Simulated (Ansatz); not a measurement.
# NbTe (Pm-3m) in Ansatz: equation of state

How stiff is NbTe in PBE, and what volume does it want? The cell is scaled to several volumes.

All numbers are computed with Ansatz 0.2.0; they aren't measurements. Logs are shortened: lines on timing, memory, paths and dates and some standing lists are left out, and cuts for length are marked.

## 1. Starting point

It takes space group Pm-3m (No. 221, cubic). The conventional cell has a = 3.426 Å, b = 3.426 Å, c = 3.426 Å, α = 90.00°, β = 90.00°, γ = 90.00°. Around Nb (site symmetry m-3m) lie 8 Te at 2.97 Å. Te (site symmetry m-3m) has 8 Nb at 2.97 Å as nearest neighbours.

The cell was built by a generator and needn't be a form met in nature.

## 2. Equation of state, PBE

Potentials or basis: all-electron LAPW, scalar-relativistic.

No new run: the results of the series are fitted here.

What came out:

| Quantity | Value |
| --- | --- |
| Equilibrium volume | 20.11 Å³/atom |
| Bulk modulus | 131 GPa |
| Pressure derivative of the bulk modulus | 4.7 |

Energy against volume, from the lowest point:
```
volume (Å³/atom)  energy (meV/atom)
          18.895              33.66
          19.297              14.44
          19.699               3.51
          20.101               0.00
          20.503               3.10
          20.905              12.11
          21.307              26.38
```

The run has no spin-orbit coupling, so splittings on Te are missing.
